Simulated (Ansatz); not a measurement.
# AsPt4: the cost of one run

Method: DFT PBE, scalar-relativistic, plane waves, PAW, in Ansatz 0.2.0.

## 1. Starting point

Symmetry: Im-3m, No. 229, cubic system. The conventional cell has a = 5.625 Å, b = 5.625 Å, c = 5.625 Å, α = 90.00°, β = 90.00°, γ = 90.00°. Around As (site symmetry m-3m) lie 8 Pt at 2.44 Å. Pt (site symmetry -3m) has 2 As at 2.44 Å as nearest neighbours.

As a file:

```
CELL_PARAMETERS angstrom
-2.81256 2.81256 2.81256
2.81256 -2.81256 2.81256
2.81256 2.81256 -2.81256
ATOMIC_POSITIONS crystal
As 0.00000 0.00000 0.00000
Pt 0.00000 0.00000 0.50000
Pt 0.50000 0.00000 0.00000
Pt 0.00000 0.50000 0.00000
Pt 0.50000 0.50000 0.50000
```

A structure generator made this guess: species swapped into a database cell of Hg4Pt (Im-3m, No. 229), with Pt on the Hg sites and As on the Pt sites. The dimensions are guesses.

## 2. A first look at the guess

input.yaml reads:

```yaml
crystal:
  lattice:
    - [-2.81255613, 2.81255613, 2.81255613]
    - [2.81255613, -2.81255613, 2.81255613]
    - [2.81255613, 2.81255613, -2.81255613]
  atoms:
    - { symbol: As, position: [0.0, 0.0, 0.0] }
    - { symbol: Pt, position: [0.0, 0.0, 0.5] }
    - { symbol: Pt, position: [0.5, 0.0, 0.0] }
    - { symbol: Pt, position: [0.0, 0.5, 0.0] }
    - { symbol: Pt, position: [0.5, 0.5, 0.5] }
basis:
  ecutwfc: 420
kpoints:
  mp_grid: { grid: [4, 4, 4] }
hamiltonian:
  xc: pbe
scf:
  occupations: { method: gaussian, width: 0.1 }
  lower_state_search: "off"
output:
  forces: true
  stress: true
  eigenvalues: true
```

Started as:

```sh
> ansatz run input.yaml --threads 1 --pin off --max-ram 2560MiB --backend cpu --events-out ev --progress --plain --runs-dir out
```

What time and memory should one allow on 1 thread of Intel Xeon at 2.70GHz, shared host?

About 2.6 s, with a peak of 0.38 GiB.
